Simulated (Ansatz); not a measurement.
**GaHF₂: basis-set convergence**

How large a basis does GaHF₂ need? Two functionals are run in growing sets.

Computed with Ansatz 0.2.0, Gaussian basis. Level: one geometry, several basis sets.

Plan: PBE0-D4/def2-SVP; ωB97M-V/def2-SVP; PBE0-D4/def2-QZVPP; ωB97M-V/def2-QZVPP; the functionals' def2-TZVPP values are taken from earlier runs.

## (1) Structure used throughout

The geometry comes from an earlier relaxation with PBE0-D4 in a triple-zeta def2 set; it is a stationary point.

SMILES `[F][GaH][F]`, 4 atoms, charge 0, spin multiplicity 1.

Atoms are counted from 1 here; the program's logs count them from 0.

Bond lengths: F1–Ga2 1.740 Å, Ga2–F3 1.740 Å, Ga2–H4 1.536 Å. Angles: F1–Ga2–F3 111.9°, F1–Ga2–H4 124.0°, F3–Ga2–H4 124.0°.

Geometry (Å):

```
F    -1.0124   -0.4971    1.2412
Ga   -0.0227    0.0322   -0.0889
F     1.6599   -0.3307    0.1677
H    -0.5692    0.7354   -1.3402
```

## (2) PBE0-D4 in def2-SVP

in.yaml

```yaml
crystal:
  periodic: [false, false, false]
  atoms:
    - {symbol: F, position_ang: [-1.012379, -0.497121, 1.241169]}
    - {symbol: Ga, position_ang: [-0.022720, 0.032192, -0.088907]}
    - {symbol: F, position_ang: [1.659895, -0.330672, 0.167678]}
    - {symbol: H, position_ang: [-0.569196, 0.735400, -1.340241]}
basis:
  gaussian: {orbitals: def2-SVP}
hamiltonian: {xc: pbe0, dispersion: d4}
output: {orbitals: {seedname: orbitals}}
```

Started as:

```sh
$ ansatz run in.yaml --threads 4 --pin off --events-out ev --progress --plain --max-ram 10444MiB
```

Further steps of the session: ωB97M-V in def2-SVP; PBE0-D4 in def2-QZVPP; ωB97M-V in def2-QZVPP.

Before running them: what should the planned runs give, taken together? Wanted: PBE0-D4: double and triple zeta above quadruple; ωB97M-V: double and triple zeta above quadruple.

**Answer**, as computed:

| quantity | value |
| --- | --- |
| PBE0-D4: double and triple zeta above quadruple | 15.17, 1.53 eV |
| ωB97M-V: double and triple zeta above quadruple | 15.23, 1.47 eV |

In words: For PBE0-D4 the step from double to triple zeta gains 13.64 eV and the next only 1.53 eV. These are total energies; as a rule much of such shifts cancels in differences, which this series doesn't test.
